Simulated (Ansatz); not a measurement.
# NbTe (P-6m2) in Ansatz: a series of runs

Runs on NbTe. Level: PBE0. Tasks: single point, equation of state.

Everything below comes from runs of Ansatz 0.2.0. Logs are shortened: lines on timing, memory, paths and dates and some standing lists are left out, and cuts for length are marked.

### Step 1. The crystal as given

It takes space group P-6m2 (No. 187, hexagonal). Conventional cell: a = 3.703 Å, b = 3.703 Å, c = 3.694 Å, α = 90.00°, β = 90.00°, γ = 120.00°. Around Te (site symmetry -6m2) lie 6 Nb at 2.83 Å. Around Nb (site symmetry -6m2) lie 6 Te at 2.83 Å.

The cell comes from a database or a generator and needn't be the stable form of this composition.

### Step 2. Single point, PBE0, 20.62 Å³/atom (volume scaled by 0.94)

Input file input:

```
crystal:
  lattice:
    - [3.62738227, 0.0, 0.0]
    - [-1.813691135, 3.1414051951, 0.0]
    - [0.0, 0.0, 3.6187977783]
  atoms:
    - { symbol: Te, position: [0.6666666667, 0.3333333333, 0.0] }
    - { symbol: Nb, position: [0.0, 0.0, 0.5] }
hamiltonian:
  xc: pbe0
  pseudopotentials: { kind: paw }
kpoints:
  mp_grid: { grid: [6, 6, 4] }
scf:
  occupations: { method: fermi_dirac, width: 0.05 }
output:
  forces: true
  stress: true
  eigenvalues: true
```

Potentials or basis: Ansatz PAW.

Log:

```text
Warning: output.stress: scf.convergence.dr2_threshold = 1e-7 eV (the SCF's general default) is looser than the 2e-10 eV advised for a printed stress (1e-10 eV for each atom of the cell: 2). What an SCF threshold leaves in a stress goes as its square root, and in the free energy as the threshold itself, and one threshold admits the most on a small cell: of the crystals measured, under no hybrid functional and no lock of the moments, on runs that ended without the residual-converged pass, on stresses that held no estimate of that error, the worst erred by over 100 MPa in a component at 1e-7 eV an atom and by under 5 at 1e-10. Set scf.convergence.dr2_threshold to 2e-10 eV or tighter. The threshold is an SCF's pass mark: one that does not reach it within its budget of iterations ends unconverged, or closes short of it on a stop that the run arms, and scf.convergence.dr2_threshold's page says what that costs each kind of run
Warning: output.stress: scf.exx.energy_threshold = 1e-6 eV is looser than the 2e-8 eV advised for a stress under a hybrid functional (1e-8 eV for each atom of the cell: 2). Every SCF of the exchange loop can meet its threshold on dr2 while the loop round them stops early: no threshold on dr2 bounds what that leaves in the stress. Set scf.exx.energy_threshold to 2e-8 eV or tighter. The threshold is the loop's pass mark: a loop that does not reach it within its budget of cycles ends unconverged, and scf.exx.energy_threshold's page has the law
GPUs: using 1 of 1 available (devices: 1).
Engine: ansatz 0.2.0, x86_64-unknown-linux-gnu
Pseudopotentials: kind: paw
Pseudopotential: Te, paw, valence charge 16, recommended cutoff 420 eV (normal), Te.paw.azcp
Pseudopotential: Nb, paw, valence charge 13, recommended cutoff 420 eV (normal), Nb.paw.azcp
Functional definition: PBE0
  parameter a = 0.25
  parameter kappa = 0.804
  parameter beta = 0.06672455060314922
  exchange = (1 - a)*pbe_x(kappa = kappa, mu = beta*pi^2/3) + a*exact_x
  correlation = pbe_c(beta = beta)
device memory: the entry about to start is reckoned to put 0.5 GiB on a device that reports 66.1 GiB free (of which the cap on the GPU budget leaves the run 18.0 GiB)
GPU FFT provider: cuFFT
GPU libraries: cuBLAS 13.8.2, cuFFT 12.4.0, cuSOLVER 12.3.4
Crystal: 2 atoms, lattice volume = 41.236 Å³
Basis set: ecut = 420 eV, 769 PW (Γ), exchange–correlation on 50×50×50 points (8 copies of the dense FFT grid, shifted against one another)
Bands: 19, of which v1, the nominal top of the filled ones, is band 15 counted from 1 (14 counted from 0)
Symmetry: 12 space group operations
Space group: P-6m2 (ITA 187), of the structure as read, at distance tolerance 3.5e-5 Å
k-points: 21 of 144 (time reversal used)
Non-local potential: Te, projectors of the file, l = 0: 2, l = 1: 2, l = 2: 2, l = 3: 2
Non-local potential: Nb, projectors of the file, l = 0: 3, l = 1: 2, l = 2: 2, l = 3: 1
PAW form: soft (Blöchl's): semilocal exchange-correlation on the pseudo side does not see the compensation charge
PAW frozen core: Te, regenerated for the run's functional, and the local potential with it (the file was generated under x = pbe(κ = 0.804, μ = 0.2195149727645171), c = pbe(β = 0.06672455060314922))
PAW frozen core: Nb, regenerated for the run's functional, and the local potential with it (the file was generated under x = pbe(κ = 0.804, μ = 0.2195149727645171), c = pbe(β = 0.06672455060314922))
PAW one-centre angular grid: Te, 590 points (default); XC on 64 Gauss nodes
PAW one-centre angular grid: Nb, 590 points (default); XC on 64 Gauss nodes
Initial density: superposition of atomic densities (neutral atoms: chi_scale 0, normalization atom), corrected by the library's trained network
Initial wavefunctions: pseudopotential atomic-orbital guess
GPU buffer pool allocated for 15625 grid points (all kernels)
GPU transforms: local potential and band sums: pruned to the plane-wave sphere, on 25×25×25
Functional: x = pbe(κ = 0.804, μ = 0.2195149727645171), c = pbe(β = 0.06672455060314922), warm-up for x = 0.75 pbe(κ = 0.804, μ = 0.2195149727645171) + 0.25 exact, c = pbe(β = 0.06672455060314922)
SCF iter   1: F=—  HF=-11532.473634 eV  |F-HF|=—  |Δ(HF+E_count)|=         —  Δρ=1.05e-2  dr2=2.64e-2  ethr=1.77e-3  ⟨swp⟩=7.5  Hψ=1640  notcnv=0
preconditioner: auto → none  [metal: Δε(μ)=0.091 eV  Ē_g=7.953 eV  σ=0.050 eV  W_gap=0.43  n_scr=8 (ndim 8)  ℏωp=19.2 eV  f_vac=0.000  D(μ)=1.27/eV (n_scr^D=8)  sad-step TF]
SCF iter   2: F=—  HF=-11532.472710 eV  |F-HF|=—  |Δ(HF+E_count)|=   9.24e-4  Δρ=6.27e-3  dr2=1.15e-2  ethr=9.10e-5  ⟨swp⟩=2.7  Hψ=777  notcnv=0  defer=5
iter 3 solved again at ethr=3.19e-7 eV; its pass at ethr=3.98e-5 eV (dr2=9.25e-5 eV) is discarded
SCF iter   3: F=—  HF=-11532.471473 eV  |F-HF|=—  |Δ(HF+E_count)|=   1.24e-3  Δρ=5.95e-4  dr2=9.72e-5  ethr=3.19e-7  ⟨swp⟩=3.2  Hψ=1846  notcnv=0  defer=1
SCF iter   4: F=—  HF=-11532.471461 eV  |F-HF|=—  |Δ(HF+E_count)|=   1.20e-5  Δρ=1.31e-4  dr2=5.53e-6  ethr=3.19e-7  ⟨swp⟩=3.3  Hψ=919  notcnv=0  defer=1
SCF iter   5: F=—  HF=-11532.471462 eV  |F-HF|=—  |Δ(HF+E_count)|=   4.49e-7  Δρ=3.39e-5  dr2=4.98e-7  ethr=1.91e-8  ⟨swp⟩=3.0  Hψ=839  notcnv=0
SCF iter   6: F=—  HF=-11532.471462 eV  |F-HF|=—  |Δ(HF+E_count)|=   5.55e-8  Δρ=6.70e-6  dr2=1.13e-8  ethr=1.72e-9  ⟨swp⟩=3.1  Hψ=901  notcnv=0
SCF iter   7: F=-11532.471462 eV  HF=-11532.471462 eV  |F-HF|=5.82e-11  |Δ(HF+E_count)|=   1.18e-9  Δρ=1.11e-6  dr2=3.45e-10  ethr=3.91e-11  ⟨swp⟩=3.7  Hψ=1027  notcnv=0
SCF 1 converged in 7 iterations: F = -11532.471462 eV  dr2 = 3.45e-10
device memory: the entry about to start is reckoned to put 1.1 GiB on a device that reports 66.0 GiB free (of which the cap on the GPU budget leaves the run 18.0 GiB)
GPU FFT provider: cuFFT
GPU libraries: cuBLAS 13.8.2, cuFFT 12.4.0, cuSOLVER 12.3.4
[... 49 lines left out ...]
Frozen-core exchange: fock
SCF iter   1: F=—  HF=-11537.843566 eV  |F-HF|=—  |Δ(HF+E_count)|=         —  Δρ=7.63e-5  dr2=1.38e-5  ethr=4.40e-7  ⟨swp⟩=4.0  Hψ=874  notcnv=0
preconditioner: auto → none  [insulator: Δε(μ)=0.604 eV  Ē_g=9.873 eV  σ=0.050 eV  W_gap=0.99  n_scr=8 (ndim 8)  ℏωp=19.2 eV  f_vac=0.000  D(μ)=0.01/eV (n_scr^D=0)]
SCF iter   2: F=—  HF=-11537.843565 eV  |F-HF|=—  |Δ(HF+E_count)|=   4.59e-7  Δρ=3.11e-5  dr2=1.26e-5  ethr=5.00e-9  ⟨swp⟩=3.1  Hψ=853  notcnv=0
SCF iter   3: F=—  HF=-11537.843826 eV  |F-HF|=—  |Δ(HF+E_count)|=   2.61e-4  Δρ=4.55e-5  dr2=7.88e-7  ethr=5.61e-10  ⟨swp⟩=4.5  Hψ=1310  notcnv=0
SCF iter   4: F=—  HF=-11537.843826 eV  |F-HF|=—  |Δ(HF+E_count)|=   2.24e-7  Δρ=1.07e-5  dr2=2.40e-7  ethr=5.61e-10  ⟨swp⟩=3.1  Hψ=854  notcnv=0
SCF iter   5: F=—  HF=-11537.843827 eV  |F-HF|=—  |Δ(HF+E_count)|=   1.16e-6  Δρ=1.14e-5  dr2=4.58e-8  ethr=6.73e-11  ⟨swp⟩=4.7  Hψ=1215  notcnv=0
SCF iter   6: F=—  HF=-11537.843827 eV  |F-HF|=—  |Δ(HF+E_count)|=   1.14e-8  Δρ=6.35e-7  dr2=1.51e-8  ethr=6.73e-11  ⟨swp⟩=3.0  Hψ=802  notcnv=0
Mixer restart at iter 6: flushing history
SCF iter   7: F=-11537.843827 eV  HF=-11537.843827 eV  |F-HF|=9.97e-10  |Δ(HF+E_count)|=   6.10e-8  Δρ=3.13e-6  dr2=3.56e-9  ethr=1.00e-12  ⟨swp⟩=4.9  Hψ=1195  notcnv=0
SCF 5 converged in 7 iterations: F = -11537.843827 eV  dr2 = 3.56e-9
  Residual-converged pass: ⟨swp⟩=2.0  Hψ=486  notcnv=0  max |occ|·‖R‖ = 2.4e-6 eV (tolerance 2.4e-6 eV)  dr2=3.56e-9  dr2_onsite=1.38e-10  max |Δocc| = 3.1e-15
hybrid outer 4: dexx = +1.347e-6 eV, tail = 3.36e-5 eV, Δε = 2.35e-2 eV (about 1.11e-3 eV left of the loop's levels)
GPU FFT provider: cuFFT
GPU libraries: cuBLAS 13.8.2, cuFFT 12.4.0, cuSOLVER 12.3.4
GPU buffer pool allocated for 15625 grid points (all kernels)
GPU transforms: local potential and band sums: pruned to the plane-wave sphere, on 25×25×25
Exchange kernel: α = 0.2500, full range, Wigner–Seitz truncation, v(0) = 11161.9621 eV·Å³, q-mesh 6×6×4, nearest image of the exchange supercell L = 14.48 Å, pair-density grid 18×18×18, without the augmentation charges, whose exchange is taken in its separable form by FFT convolution over the k-point mesh (sized by the pseudopotential files, 24×24×25 at the most), smooth part of the exact exchange by density-matrix convolution in up to 2.44 GiB of GPU memory as planned if the GPU has room (build and FFT work areas not counted)
Frozen-core exchange: fock
SCF iter   1: F=—  HF=-11537.843827 eV  |F-HF|=—  |Δ(HF+E_count)|=         —  Δρ=4.13e-6  dr2=3.25e-9  ethr=4.60e-10  ⟨swp⟩=5.0  Hψ=887  notcnv=0
preconditioner: auto → none  [insulator: Δε(μ)=0.606 eV  Ē_g=9.874 eV  σ=0.050 eV  W_gap=0.99  n_scr=8 (ndim 8)  ℏωp=19.2 eV  f_vac=0.000  D(μ)=0.01/eV (n_scr^D=0)]
SCF iter   2: F=-11537.843827 eV  HF=-11537.843827 eV  |F-HF|=2.71e-10  |Δ(HF+E_count)|=  4.73e-10  Δρ=2.17e-6  dr2=6.88e-10  ethr=1.06e-11  ⟨swp⟩=3.2  Hψ=760  notcnv=0  defer=3
SCF 6 converged in 2 iterations: F = -11537.843827 eV  dr2 = 6.88e-10
  Residual-converged pass: ⟨swp⟩=2.6  Hψ=723  notcnv=0  max |occ|·‖R‖ = 2.3e-6 eV (tolerance 2.4e-6 eV)  dr2=6.91e-10  dr2_onsite=6.59e-11  max |Δocc| = 2.4e-14
hybrid outer 5: dexx = +7.376e-10 eV, tail = 1.51e-9 eV, Δε = 7.19e-5 eV (about 6.13e-5 eV left of the loop's levels), ΔF = 1.85e-17 eV/Å (tail 3.72e-4)
hybrid SCF converged: 5 outer / 22 inner (+7 warm-up), last move |dexx| = 7.38e-10 eV, tail = 1.51e-9 eV
Stability not checked: this state was not tested for a lower state beside it, because the functional holds exact exchange (a hybrid, or Hartree-Fock), whose exchange loop this test does not read (fock_operator; see scf.lower_state_search)
Free energy (F): -11537.843827 eV
Frozen-core exchange: fock
Harris-Foulkes:  -11537.843827 eV  (|F-HF|=2.71e-10)
Internal energy: -11537.843686 eV  (E = F + TS)
E sigma→0 (E₀):  -11537.843757 eV
Entropy (-TS):   -0.000141 eV (-0.071 meV/atom)
Fermi energy:    17.251004 eV
--- Per-component energies (eV) ---
  E_band       = -318.065405
  E_kinetic    = 577.710910
  E_local      = -1630.362326  (includes V_loc(G=0)·N_el)
  E_nonlocal   = -190.847512
  E_hartree    = 901.388667
  E_xc         = -232.596743
  E_vxc        = -246.607383  (∫ρ·V_xc dr)
  E_exx        = -93.866027  (= α·E_x^exact, valence–valence)
  E_paw        = -7717.254898  (= ΣΔE_a)
  E_vpaw       = -443.004247  (= ΣTr[D̂ρ^β])
  E_aug_tail   = -0.000184  (compensation charges beyond the density's cutoff)
  E_ewald      = -3151.439602
  E_core_change = -0.575971  (= ΣΔE_core)
  E_smearing   = -0.000141  (= −TS)
  E_closure    = -0.000000  (closes the sum)
  Σ components = -11537.843827   (vs F -11537.843827, Δ=1.82e-12)
--- Forces (eV/Å), atoms counted from 1 ---
  atom   1  Te     0.00000000     0.00000000     0.00000000
  atom   2  Nb     0.00000000     0.00000000     0.00000000
  max |Σ_I F_I| component: 1.39e-16 eV/Å
--- Stress (GPa, compression-positive) ---
        1.270671      -0.000000      -0.000000
        0.000000       1.270671      -0.000000
       -0.000000      -0.000000       6.945674
  P = ⅓ Tr σ = 3.1623 GPa (31.623 kbar)
--- Band table (eV; the first three rows and the last of 21) ---
  k-point 0: bands = ["-42.7922", "-24.3174", "-24.3174", "-24.3089", "-24.3089", "-24.3085", "-17.5813", "-17.4082", "-17.4082", "0.3769", "12.8140", "12.8140", "13.0605", "14.0156", "16.9930", "16.9930", "20.5323", "20.5323", "21.1706"]
  k-point 1: bands = ["-42.7876", "-24.3170", "-24.3170", "-24.3130", "-24.3130", "-24.2991", "-17.6698", "-17.4021", "-17.4021", "1.1113", "9.9147", "13.2075", "13.2075", "15.8249", "15.8249", "16.2056", "20.7031", "20.7031", "22.1495"]
  k-point 2: bands = ["-42.7841", "-24.3195", "-24.3195", "-24.3140", "-24.3140", "-24.2897", "-17.7611", "-17.3946", "-17.3946", "2.1384", "7.6754", "13.5337", "13.5337", "15.4698", "15.4698", "18.6827", "19.4974", "19.4974", "23.6655"]
  k-point 20: bands = ["-42.7674", "-24.3308", "-24.3127", "-24.3113", "-24.3025", "-24.2797", "-17.6898", "-17.5577", "-17.5184", "3.0512", "9.1210", "9.8257", "11.4037", "15.1453", "19.2619", "19.9515", "20.2517", "21.1234", "21.5471"]
```

It took 20 s on 1 × NVIDIA H100 80GB HBM3 with 2 threads of AMD EPYC 7R13 (Zen 3), shared host; peak memory 2.2 GiB.

What came out:

| Item | Value |
| --- | --- |
| Free energy | -11537.8438 eV |
| Pressure | 3.2 GPa |
| Band gap on the k mesh | none (metal or under the smearing width) |

Caveat: the k mesh is coarse (spacing up to 0.43 Å⁻¹), so the values aren't converged, least of all with exact exchange; the PAW data sets come from PBE, with cores solved anew for the run's functional, which leaves a small shift of forces and pressure; the thresholds are loose for stress.

### Step 3. Single point, PBE0, 21.06 Å³/atom (volume scaled by 0.96)

Changes to input since step 2:

```diff
@@ -2,5 +2,5 @@
   lattice:
-    - [3.62738227, 0.0, 0.0]
-    - [-1.813691135, 3.1414051951, 0.0]
-    - [0.0, 0.0, 3.6187977783]
+    - [3.6529280573, 0.0, 0.0]
+    - [-1.8264640286, 3.1635284958, 0.0]
+    - [0.0, 0.0, 3.6442831093]
   atoms:
@@ -19 +19,5 @@
   eigenvalues: true
+  write_density: true
+  write_potential: true
+  elf: true
+  volumetric_format: npy
```

Potentials or basis: Ansatz PAW.

It took 19 s on 1 × NVIDIA H100 80GB HBM3 with 2 threads of AMD EPYC 7R13 (Zen 3), shared host; peak memory 2.3 GiB.

Results (log left out):

```yaml
Free_energy: -11537.8524 eV
Pressure: 0.0 GPa
Band_gap_on_the_k_mesh: none (metal or under the smearing width)
```

Caveat: the k mesh is coarse (spacing up to 0.43 Å⁻¹), so the values aren't converged, least of all with exact exchange; the PAW data sets come from PBE, with cores solved anew for the run's functional, which leaves a small shift of forces and pressure; the thresholds are loose for stress.

### Step 4. Single point, PBE0, 21.50 Å³/atom (volume scaled by 0.98)

Input file input:

```
crystal:
  lattice:
    - [3.6781214607, 0.0, 0.0]
    - [-1.8390607303, 3.1853466232, 0.0]
    - [0.0, 0.0, 3.6694168905]
  atoms:
    - { symbol: Te, position: [0.6666666667, 0.3333333333, 0.0] }
    - { symbol: Nb, position: [0.0, 0.0, 0.5] }
hamiltonian:
  xc: pbe0
  pseudopotentials: { kind: paw }
kpoints:
  mp_grid: { grid: [6, 6, 4] }
scf:
  occupations: { method: fermi_dirac, width: 0.05 }
output:
  forces: true
  stress: true
  eigenvalues: true
```

Run time: 30 s. Hardware: 1 × NVIDIA H100 80GB HBM3 with 2 threads of AMD EPYC 7R13 (Zen 3), shared host; peak memory 2.3 GiB.

The run converged. Its results:

```yaml
Free_energy: -11537.8447 eV
Pressure: -2.8 GPa
Band_gap_on_the_k_mesh: none (metal or under the smearing width)
```

Caveat: the k mesh is coarse (spacing up to 0.43 Å⁻¹), so the values aren't converged, least of all with exact exchange; the PAW data sets come from PBE, with cores solved anew for the run's functional, which leaves a small shift of forces and pressure; the thresholds are loose for stress.

### Step 5. Single point, PBE0, 21.93 Å³/atom

Changes to input since step 4:

```diff
@@ -2,5 +2,5 @@
   lattice:
-    - [3.6781214607, 0.0, 0.0]
-    - [-1.8390607303, 3.1853466232, 0.0]
-    - [0.0, 0.0, 3.6694168905]
+    - [3.7029743866, 0.0, 0.0]
+    - [-1.8514871933, 3.2068698884, 0.0]
+    - [0.0, 0.0, 3.694211]
   atoms:
```

Run time: 18 s. Hardware: 1 × NVIDIA H100 80GB HBM3 with 2 threads of AMD EPYC 7R13 (Zen 3), shared host; peak memory 2.3 GiB.

It converged, with:

```yaml
Free_energy: -11537.8225 eV
Pressure: -5.3 GPa
Band_gap_on_the_k_mesh: none (metal or under the smearing width)
```

Caveat: the k mesh is coarse (spacing up to 0.43 Å⁻¹), so the values aren't converged, least of all with exact exchange; the PAW data sets come from PBE, with cores solved anew for the run's functional, which leaves a small shift of forces and pressure; the thresholds are loose for stress.

### Step 6. Single point, PBE0, 22.37 Å³/atom (volume scaled by 1.02)

Changes to input since step 5:

```diff
@@ -2,5 +2,5 @@
   lattice:
-    - [3.7029743866, 0.0, 0.0]
-    - [-1.8514871933, 3.2068698884, 0.0]
-    - [0.0, 0.0, 3.694211]
+    - [3.7274981105, 0.0, 0.0]
+    - [-1.8637490552, 3.2281080563, 0.0]
+    - [0.0, 0.0, 3.7186766865]
   atoms:
@@ -19 +19,5 @@
   eigenvalues: true
+  write_density: true
+  write_potential: true
+  elf: true
+  volumetric_format: npy
```

Potentials or basis: Ansatz PAW.

It took 18 s on 1 × NVIDIA H100 80GB HBM3 with 2 threads of AMD EPYC 7R13 (Zen 3), shared host; peak memory 2.3 GiB.

The run converged. Its results:

```
Free energy            : -11537.7875 eV
Pressure               : -7.5 GPa
Band gap on the k mesh : none (metal or under the smearing width)
```

Caveat: the k mesh is coarse (spacing up to 0.42 Å⁻¹), so the values aren't converged, least of all with exact exchange; the PAW data sets come from PBE, with cores solved anew for the run's functional, which leaves a small shift of forces and pressure; the thresholds are loose for stress.

### Step 7. Single point, PBE0, 22.81 Å³/atom (volume scaled by 1.04)

Input file input:

```
crystal:
  lattice:
    - [3.7517033219, 0.0, 0.0]
    - [-1.8758516609, 3.2490703843, 0.0]
    - [0.0, 0.0, 3.7428246143]
  atoms:
    - { symbol: Te, position: [0.6666666667, 0.3333333333, 0.0] }
    - { symbol: Nb, position: [0.0, 0.0, 0.5] }
hamiltonian:
  xc: pbe0
  pseudopotentials: { kind: paw }
kpoints:
  mp_grid: { grid: [6, 6, 4] }
scf:
  occupations: { method: fermi_dirac, width: 0.05 }
output:
  forces: true
  stress: true
  eigenvalues: true
```

It took 15 s on 1 × NVIDIA H100 80GB HBM3 with 2 threads of AMD EPYC 7R13 (Zen 3), shared host; peak memory 2.3 GiB.

Results (log left out):

```yaml
Free_energy: -11537.7409 eV
Pressure: -9.5 GPa
Band_gap_on_the_k_mesh: none (metal or under the smearing width)
```

Caveat: the k mesh is coarse (spacing up to 0.42 Å⁻¹), so the values aren't converged, least of all with exact exchange; the PAW data sets come from PBE, with cores solved anew for the run's functional, which leaves a small shift of forces and pressure; the thresholds are loose for stress.

### Step 8. Single point, PBE0, 23.25 Å³/atom (volume scaled by 1.06)

Changes to input since step 7:

```diff
@@ -2,5 +2,5 @@
   lattice:
-    - [3.7517033219, 0.0, 0.0]
-    - [-1.8758516609, 3.2490703843, 0.0]
-    - [0.0, 0.0, 3.7428246143]
+    - [3.7756001657, 0.0, 0.0]
+    - [-1.8878000828, 3.2697656581, 0.0]
+    - [0.0, 0.0, 3.7666649043]
   atoms:
```

It took 29 s on 1 × NVIDIA H100 80GB HBM3 with 2 threads of AMD EPYC 7R13 (Zen 3), shared host; peak memory 2.3 GiB.

The run converged. Its results:

```
Free energy            : -11537.6842 eV
Pressure               : -11.2 GPa
Band gap on the k mesh : none (metal or under the smearing width)
```

Caveat: the k mesh is coarse (spacing up to 0.42 Å⁻¹), so the values aren't converged, least of all with exact exchange; the PAW data sets come from PBE, with cores solved anew for the run's functional, which leaves a small shift of forces and pressure; the thresholds are loose for stress.

### Step 9. Equation of state, PBE0

Potentials or basis: Ansatz PAW.

No new run: the results of the series are fitted here.

What came out:

```yaml
Equilibrium_volume: 21.06 Å³/atom
Bulk_modulus_at_fixed_shape_and_positions: 142 GPa
Pressure_derivative_of_the_bulk_modulus: 4.6
```

Energy against volume, from the lowest point:
```
volume (Å³/atom)  energy (meV/atom)
          20.618               4.27
          21.057               0.00
          21.496               3.83
          21.934              14.91
          22.373              32.45
          22.812              55.71
          23.250              84.09
```

Caveat: the k mesh is coarse (spacing up to 0.43 Å⁻¹), so the values aren't converged, least of all with exact exchange; the cell was scaled at fixed shape and fractional positions, which overstates the stiffness of a crystal with free parameters, most of all of layers and chains; the PAW data sets were made with another functional, which shifts forces and pressure a little.
